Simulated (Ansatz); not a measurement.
# Al3NiSn: the cost of one run

Method: DFT PBE, scalar-relativistic, plane waves, PAW, in Ansatz 0.2.0.

## 1. The structure to begin with

Symmetry: Pm-3m, No. 221, cubic system. Conventional cell: a = 4.374 Å, b = 4.374 Å, c = 4.374 Å, α = 90.00°, β = 90.00°, γ = 90.00°. Al (site symmetry 4/mmm) has 2 Ni at 2.19 Å as nearest neighbours. Ni (site symmetry m-3m) has 6 Al at 2.19 Å as nearest neighbours. Sn (site symmetry m-3m) is surrounded by 12 Al at 3.09 Å.

As a file:

```
Al Ni Sn
1.0
     4.37366    0.00000    0.00000
     0.00000    4.37366    0.00000
     0.00000    0.00000    4.37366
Al Ni Sn
3 1 1
Direct
  0.50000 0.00000 0.00000
  0.00000 0.50000 0.00000
  0.00000 0.00000 0.50000
  0.00000 0.00000 0.00000
  0.50000 0.50000 0.50000
```

Recipe of the guess: species swapped into a database cell of NiAgF3 (Pm-3m, No. 221), with Sn on the Ag sites and Al on the F sites. Its size is a rough estimate.

## 2. Probe: one point on a coarse mesh

Contents of input.yaml:

```yaml
crystal:
  lattice:
    - [4.37366363, 0.0, 0.0]
    - [0.0, 4.37366363, 0.0]
    - [0.0, 0.0, 4.37366363]
  atoms:
    - { symbol: Al, position: [0.5, 0.0, 0.0] }
    - { symbol: Al, position: [0.0, 0.5, 0.0] }
    - { symbol: Al, position: [0.0, 0.0, 0.5] }
    - { symbol: Ni, position: [0.0, 0.0, 0.0], spin: 2.0 }
    - { symbol: Sn, position: [0.5, 0.5, 0.5] }
basis:
  ecutwfc: 420
kpoints:
  mp_grid: { grid: [4, 4, 4] }
hamiltonian:
  xc: pbe
scf:
  occupations: { method: gaussian, width: 0.1 }
  lower_state_search: "off"
output:
  forces: true
  stress: true
  eigenvalues: true
  populations: true
magnetization:
  spin_polarized: true
```

On the command line:

```sh
ansatz run input.yaml --threads 1 --pin off --max-ram 2048MiB --backend cpu --events-out ev --progress --plain --runs-dir out
```

What time and memory should one allow on 1 thread of Intel Xeon Platinum 8488C (Sapphire Rapids), shared host?

About 5.4 s, with a peak of 0.42 GiB.
